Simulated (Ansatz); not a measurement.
# Ti3Si, space group Fm-3m: a convergence test of the plane-wave cutoff

Program: Ansatz 0.2.0 through its Python package.

`run_ecut.py`
```python
import ansatz
import pandas as pd


def main() -> None:
    crystal = (
        ansatz.Lattice.from_parameters(4.446791, 4.446791, 4.446791, alpha=60.0, beta=60.0, gamma=60.0)
        .atom("Ti", (0.75, 0.75, 0.75))
        .atom("Ti", (0.25, 0.25, 0.25))
        .atom("Ti", (0.0, 0.0, 0.0))
        .atom("Si", (0.5, 0.5, 0.5))
    )

    calc = (
        crystal.calculation()
        .functional("r2scan")
        .kpoints(7, 7, 7)
        .occupations("Fermi-Dirac", width=0.1)
        .scf(max_iterations=90)
        .forces()
        .stress()
    )

    rows = []
    for value in [300, 400, 500, 600, 700]:
        summary = calc.basis(value).run(threads=1, pin="off").report
        rows.append((value, summary["free_energy_ev"] / len(summary["lattice"]["sites"]), summary["n_iterations"], sum(summary["stress_gpa"][i][i] for i in range(3)) / 3, max(abs(f) for row in summary["forces_ev_ang"] for f in row), summary["n_pw"]))

    table = pd.DataFrame(rows, columns=["cutoff (eV)", "F/atom (eV)", "iterations", "P (GPa)", "max component (eV/A)", "plane waves"])
    print(table.round(5).to_string(index=False))

    for row in rows[:-1]:
        shift = 1000 * (row[1] - rows[-1][1])
        print(f"{row[0]}: {shift:+.2f} meV/atom" + ("  (within 2 meV)" if abs(shift) < 2 else ""))


if __name__ == "__main__":
    main()
```

```console
$ python run_ecut.py
DeckWarning: basis.ecutwfc = 300 eV is below the records' recommended 500 eV, and the density's cutoff is lower with it unless basis.ecutrho_ratio is high enough to keep the records' density cutoff: compare with a run at a higher cutoff
DeckWarning: basis.ecutwfc = 400 eV is below the records' recommended 500 eV, and the density's cutoff is lower with it unless basis.ecutrho_ratio is high enough to keep the records' density cutoff: compare with a run at a higher cutoff
 cutoff (eV)  F/atom (eV)  iterations  P (GPa)  max component (eV/A)  plane waves
         300  -2038.29706           8 -2.23789                   0.0          725
         400  -2038.38053           8 -1.93987                   0.0         1139
         500  -2038.38257           8 -1.93236                   0.0         1591
         600  -2038.38405           8 -1.90260                   0.0         2085
         700  -2038.38475           8 -1.90837                   0.0         2685
300: +87.68 meV/atom
400: +4.22 meV/atom
500: +2.18 meV/atom
600: +0.70 meV/atom  (within 2 meV)
```
(Warnings from the package without file and line.)

From 600 eV on it stays within 2 meV an atom of the value at 700 eV; the first row (300 eV) is off by 87.7 meV and the last but one by 0.70 meV. The energy falls steadily, as expected when plane waves are added. The pressure moves from -2.24 to -1.91 GPa (the program's stress holds a Pulay correction, so it settles early). The last run costs about 2.6 times the first.

What to keep in mind:
- The mesh is modest for a metal, so energies can be off by several to tens of meV an atom and pressures by half a GPa or more; differences at equal mesh fare better.
- Forces vanish by symmetry here and test nothing.
- Pressure is positive in compression.
- This cell is a computed structure, which may not be the phase found in nature.
- Shifts are counted from the last row, which is itself no proven limit.
- The whole script took 25 s on 1 thread of Arm Neoverse V2 (shared host), peak memory 0.77 GiB.
